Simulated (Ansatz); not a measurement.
# Ca5Sn2O2: the cost of one run

Program: Ansatz 0.2.0. Level of theory: DFT LDA, plane waves, PAW, scalar-relativistic, no spin polarisation. These are calculated values, not measurements.

### Step 1. The starting structure

The cell holds 9 atoms (Ca5O2Sn2): a = 4.804 Å, b = 4.804 Å, c = 9.607 Å, α = 90.00°, β = 90.00°, γ = 90.00°.

The empty site lies at (-0.01, 2.40, 4.78) Å, and Ca8 starts at (0.02, 0.00, 7.18) Å. All atoms were shaken by about 0.02 Å to break the symmetry.

Coordinates:

```xyz
9
Lattice="4.8036 0.0000 0.0000 0.0000 4.8036 0.0000 0.0000 0.0000 9.6071" Properties=species:S:1:pos:R:3 pbc="T T T"
Sn    2.3826    2.4015    2.4035
Ca    2.4032    0.0015   -0.0173
Ca    0.0096    2.3991   -0.0023
Ca   -0.0114    0.0166    2.4062
O     0.0303   -0.0162   -0.0026
Sn    2.4024    2.3925    7.2147
Ca    2.4066    0.0003    4.8038
Ca    0.0233    0.0005    7.1819
O    -0.0008    0.0034    4.8034
```

### Step 2. Nudged elastic band

crystal.atoms is the first end and neb.final_atoms the second, which differs in Ca8 alone.

Input file input.yaml:

```yaml
crystal:
  lattice:
    - [4.803551, 0.0, 0.0]
    - [0.0, 4.803551, 0.0]
    - [0.0, 0.0, 9.607102]
  atoms:
    - { symbol: Sn, position: [0.49601386, 0.49994306, 0.25018045] }
    - { symbol: Ca, position: [0.50030396, 0.00030792, -0.00180364] }
    - { symbol: Ca, position: [0.0020042, 0.49943935, -0.00023622] }
    - { symbol: Ca, position: [-0.00236922, 0.00346312, 0.25046358] }
    - { symbol: O, position: [0.00630644, -0.00338116, -0.00026556] }
    - { symbol: Sn, position: [0.50012851, 0.4980654, 0.75097613] }
    - { symbol: Ca, position: [0.5010018, 5.932e-05, 0.50002264] }
    - { symbol: Ca, position: [0.00484995, 0.0001084, 0.74756617] }
    - { symbol: O, position: [-0.00015664, 0.00069941, 0.49998535] }
kpoints:
  mp_grid: { grid: [3, 3, 2] }
magnetization:
  spin_polarized: false
scf:
  occupations: { method: fermi_dirac, width: 0.05 }
hamiltonian:
  pseudopotentials: { kind: paw }
  xc: lda
basis:
  ecutwfc: 420
neb:
  images: 3
  relax_end_points: true
  climbing: true
  f_tol: 0.1
  max_iterations: 40
  order_check: false
  final_atoms:
    - { symbol: Sn, position: [0.49601386, 0.49994306, 0.25018045] }
    - { symbol: Ca, position: [0.50030396, 0.00030792, -0.00180364] }
    - { symbol: Ca, position: [0.0020042, 0.49943935, -0.00023622] }
    - { symbol: Ca, position: [-0.00236922, 0.00346312, 0.25046358] }
    - { symbol: O, position: [0.00630644, -0.00338116, -0.00026556] }
    - { symbol: Sn, position: [0.50012851, 0.4980654, 0.75097613] }
    - { symbol: Ca, position: [0.5010018, 5.932e-05, 0.50002264] }
    - { symbol: Ca, position: [-0.00288828, 0.49924869, 0.49791218] }
    - { symbol: O, position: [-0.00015664, 0.00069941, 0.49998535] }
```

On the command line:

```
> ansatz run input.yaml --threads 4 --pin off --max-ram 8192MiB --backend cpu --events-out ev --progress --plain --runs-dir out
```

What time and memory should one allow on 4 threads of Arm Neoverse N1, shared host?

About 3.4 min, with a peak of 0.92 GiB.
